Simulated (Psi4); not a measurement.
# B2PLYP/def2-SVPD (density fitting for correlation) run of SiHCl3 (trichlorosilane)

What is the energy change on altering one bond length of SiHCl3 (trichlorosilane) at B2PLYP/def2-SVPD (density fitting for correlation)? 

Program for the calculation: Psi4 1.11.

1 further run of the same task is left out (set aside as unsound or not needed).

**1. The system as given**

SiHCl3 has 5 atoms, charge 0, and is taken as a singlet. As SMILES, `Cl[SiH](Cl)Cl`. Geometry: relaxed at PBE0-D4/def2-TZVP.

Bond lengths: Cl1–Si2 2.030 Å, Si2–Cl3 2.030 Å, Si2–Cl4 2.030 Å, Si2–H5 1.469 Å. Angles: Cl1–Si2–Cl3 109.5°, Cl1–Si2–Cl4 109.5°, Cl3–Si2–Cl4 109.5°, Cl1–Si2–H5 109.5°, Cl3–Si2–H5 109.4°, Cl4–Si2–H5 109.4°.

**2. The energy at B2PLYP/def2-SVPD (density fitting for correlation)**

job.py reads:

```python
import psi4

psi4.set_memory(1600000000)
psi4.set_num_threads(1)
psi4.set_output_file('cl3hsi.out', False)

m = psi4.geometry("""
0 1
Cl     1.690930    -0.571430     0.891880
Si    -0.081300    -0.012690     0.075440
Cl     0.017700     1.933700    -0.491290
Cl    -0.476020    -1.170520    -1.544190
H     -1.151310    -0.179060     1.068150
symmetry c1
no_reorient
no_com
""")

psi4.set_options({
    'basis': 'def2-SVPD',
    'puream': True,
    'e_convergence': 1e-09,
    'd_convergence': 1e-08,
    'scf_type': 'pk',
    'dft_radial_points': 99,
    'dft_spherical_points': 590,
    'num_frozen_docc': 20,
})

e, wfn = psi4.energy('b2plyp', return_wfn=True)
print(f'b2plyp energy: {e:.10f} Eh')
```

Command:

```console
$ python job.py
```

cl3hsi.out:

```text
[...]
  Running in c1 symmetry.
[...]
  Nuclear repulsion =  338.990847764318517
[...]
  Multiplicity = 1
[...]
  Nalpha       = 33
  Nbeta        = 33
[...]
    Number of basis functions: 113
[...]
   @RKS iter   1: -1669.57675683578873    6.00443e-02   2.20347e-03 DIIS/ADIIS
[...]
   @RKS iter   9: -1669.60740709523634   -3.97904e-11   5.66131e-09 DIIS
[...]
    Orbital Energies [Eh]
    ---------------------
    Doubly Occupied:
       1A   -102.913951     2A   -102.913944     3A   -102.913939
       4A    -67.357002     5A     -9.945747     6A     -9.945744
       7A     -9.945736     8A     -7.590783     9A     -7.590778
      10A     -7.590774    11A     -7.586012    12A     -7.586009
      13A     -7.585988    14A     -7.585985    15A     -7.585976
      16A     -7.585972    17A     -5.756427    18A     -4.015251
      19A     -4.015251    20A     -4.012265    21A     -1.000309
      22A     -0.960013    23A     -0.960012    24A     -0.633390
      25A     -0.504722    26A     -0.504137    27A     -0.504135
      28A     -0.431105    29A     -0.431104    30A     -0.407671
      31A     -0.407669    32A     -0.401652    33A     -0.392392
[...]
  @RKS Final Energy: -1669.60740709523634
   => Energetics <=
    Nuclear Repulsion Energy =            338.9908477643185165
    One-Electron Energy =               -2982.0061512645315815
    Two-Electron Energy =                1023.9774235519357717
    DFT Exchange-Correlation Energy =     -50.5695271469589613
    Empirical Dispersion Energy =           0.0000000000000000
    VV10 Nonlocal Energy =                  0.0000000000000000
    Total Energy =                      -1669.6074070952363400
[...]
 Multipole Moments:
 ------------------------------------------------------------------------------------
     Multipole            Electronic (a.u.)      Nuclear  (a.u.)        Total (a.u.)
 ------------------------------------------------------------------------------------
 L = 1.  Multiply by 2.5417464519 to convert [e a0] to [Debye]
 Dipole X            :        -35.5404228           35.2714736           -0.2689492
 Dipole Y            :         -5.5278364            5.4859316           -0.0419047
 Dipole Z            :         32.9737342          -32.7241794            0.2495548
 Magnitude           :                                                    0.3692794
[...]
```

The script printed:

```text
b2plyp energy: -1669.7833677858 Eh
```

It took 7.5 s on 1 thread of AMD EPYC 9R45 (Zen 5), shared host; peak memory 0.63 GiB.

**3. The distorted shape, same level**

cl3hsi.py reads:

```python
import psi4

psi4.set_memory('1600 MB')
psi4.set_num_threads(1)
psi4.set_output_file('run.log', False)

geom = psi4.geometry("""
Cl     3.04573207    -4.02228395     2.54215785
Si    -0.30329726    -2.96641837     0.99930985
Cl     0.03344815     3.65416341    -0.92840355
Cl    -1.04920996    -5.15439997    -2.06134727
H     -2.32532311    -3.28081211     2.87525987
units bohr
symmetry c1
no_reorient
no_com
""")

psi4.set_options({
    'reference': 'rks',
    'puream': True,
    'e_convergence': 1e-09,
    'd_convergence': 1e-08,
    'scf_type': 'pk',
    'dft_radial_points': 99,
    'dft_spherical_points': 590,
    'num_frozen_docc': 20,
})

E, wfn = psi4.energy('b2plyp/def2-SVPD', molecule=geom, return_wfn=True)
print('E =', round(E, 9))
```

Command:

```console
$ python cl3hsi.py
```

run.log:

```text
[...]
  Running in c1 symmetry.
[...]
  Nuclear repulsion =  282.676169958153139
[...]
  Multiplicity = 1
[...]
  Nalpha       = 33
  Nbeta        = 33
[...]
    Number of basis functions: 113
[...]
   @RKS iter   1: -1669.31470318520223   -2.21011e-01   3.57744e-03 DIIS/ADIIS
[...]
   @RKS iter  14: -1669.45442386705167   -1.09139e-11   2.84692e-09 DIIS
[...]
    Orbital Energies [Eh]
    ---------------------
    Doubly Occupied:
       1A   -102.969178     2A   -102.969160     3A   -102.828988
       4A    -67.424673     5A    -10.000024     6A    -10.000021
       7A     -9.855648     8A     -7.645236     9A     -7.645233
      10A     -7.640369    11A     -7.640368    12A     -7.639792
      13A     -7.639779    14A     -7.501435    15A     -7.495821
      16A     -7.495814    17A     -5.821721    18A     -4.080624
      19A     -4.079500    20A     -4.076860    21A     -1.036427
      22A     -1.008262    23A     -0.827900    24A     -0.675590
      25A     -0.543855    26A     -0.543288    27A     -0.491893
      28A     -0.460027    29A     -0.459613    30A     -0.447661
      31A     -0.314126    32A     -0.314049    33A     -0.312255
[...]
  @RKS Final Energy: -1669.45442386705167
   => Energetics <=
    Nuclear Repulsion Energy =            282.6761699581531389
    One-Electron Energy =               -2868.4841821075187909
    Two-Electron Energy =                 966.8329484820591233
    DFT Exchange-Correlation Energy =     -50.4793601997448320
    Empirical Dispersion Energy =           0.0000000000000000
    VV10 Nonlocal Energy =                  0.0000000000000000
    Total Energy =                      -1669.4544238670514460
[...]
 Multipole Moments:
 ------------------------------------------------------------------------------------
     Multipole            Electronic (a.u.)      Nuclear  (a.u.)        Total (a.u.)
 ------------------------------------------------------------------------------------
 L = 1.  Multiply by 2.5417464519 to convert [e a0] to [Debye]
 Dipole X            :        -28.2085313           27.9380097           -0.2705216
 Dipole Y            :        135.8336782         -138.6935180           -2.8598398
 Dipole Z            :         -8.3125641            9.2565173            0.9439531
 Magnitude           :                                                    3.0237250
[...]
```

The script printed:

```text
E = -1669.641708354
```

Wall time 9.3 s (1 thread of AMD EPYC 9R45 (Zen 5), shared host); peak memory 0.63 GiB.

**4. What came out**

Level: B2PLYP/def2-SVPD (density fitting for correlation), 20 core orbitals frozen.

```
                                                           quantity           value
                                          first shape: total energy  -1669.78337 Eh
                     first shape: HOMO energy (SCF part's orbitals)       -10.68 eV
                     first shape: LUMO energy (SCF part's orbitals)         0.82 eV
                   first shape: HOMO–LUMO gap (SCF part's orbitals)        11.49 eV
                                      distorted shape: total energy  -1669.64171 Eh
                 distorted shape: HOMO energy (SCF part's orbitals)        -8.50 eV
                 distorted shape: LUMO energy (SCF part's orbitals)        -4.38 eV
               distorted shape: HOMO–LUMO gap (SCF part's orbitals)         4.12 eV
energy change with the Si2–Cl3 bond stretched from 2.030 to 3.653 Å        3.855 eV
```

What this shows: With the Si2–Cl3 bond stretched from 2.030 to 3.653 Å the energy rises by 3.85 eV (372 kJ/mol). The first shape isn't relaxed at this level, so the change isn't measured from a minimum. A restricted reference can't describe the breaking bond well at this length.
